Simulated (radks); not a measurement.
**Mo⁴⁺ in [Kr] 4d2: an all-electron calculation**

One table from this session's results is given with a row withheld; the runs are named, their logs left out.

Method: Dirac Kohn-Sham, PBE, spin-unpolarised, spherical densities, point nucleus; open shells are shared between the two j in proportion to 2j + 1. Code: radks (a radial shooting solver on a logarithmic mesh, Libxc functionals) version 1.

### What is computed

| Item | Value |
| --- | --- |
| element | molybdenum (Z = 42) |
| charge | +4 |
| electrons | 38 |
| configuration | [Kr] 4d2 |

Outer shells as boxes (Hund's rule):

Mo⁴⁺
```
[Kr] core
4d [↑ ][↑ ][  ][  ][  ]
```

Set-up of the first run:

The run's settings:

```text
Z 42
configuration [Kr] 4d2
relativity Dirac
functional pbe,pbe
spin unpolarised
j_filling average
nucleus point
c 137.035999084
```

On the command line:

```console
$ python run_ks.py task.json out
```

This one command runs every case of the session in turn.

One of the session's tables, all rows but one given; the rest of the session is left out.

It belongs to the step «Orbitals and density». Radial moments (bohr):

```
level      <r>  outermost maximum (interpolated)  90 % within  nodes
1s1/2  0.03517                            0.0229       0.0630      0
2s1/2   0.1534                             0.130        0.237      1
2p1/2   0.1308                             0.101        0.214      0
2p3/2   0.1353                             0.105        0.220      0
3s1/2   0.4285                             0.384        0.633      2
3p1/2   0.4232                             0.371        0.640      1
3p3/2        ?                                 ?            ?      ?
3d3/2   0.4128                             0.321        0.660      0
3d5/2   0.4163                             0.324        0.665      0
4s1/2    1.087                             0.984         1.58      3
4p1/2    1.176                              1.04         1.73      2
4p3/2    1.202                              1.07         1.76      2
4d3/2    1.513                              1.27         2.30      1
4d5/2    1.523                              1.28         2.32      1
```

Q: Estimate the row for 3p3/2 from the others.

As computed: <r>: 0.4337; outermost maximum (interpolated): 0.380; 90 % within: 0.655; nodes: 1. In the column «<r>» it lies between 3s1/2 (0.4285) and 4s1/2 (1.087).

Caveats from the session: Spin polarisation and multiplet splitting are left out.
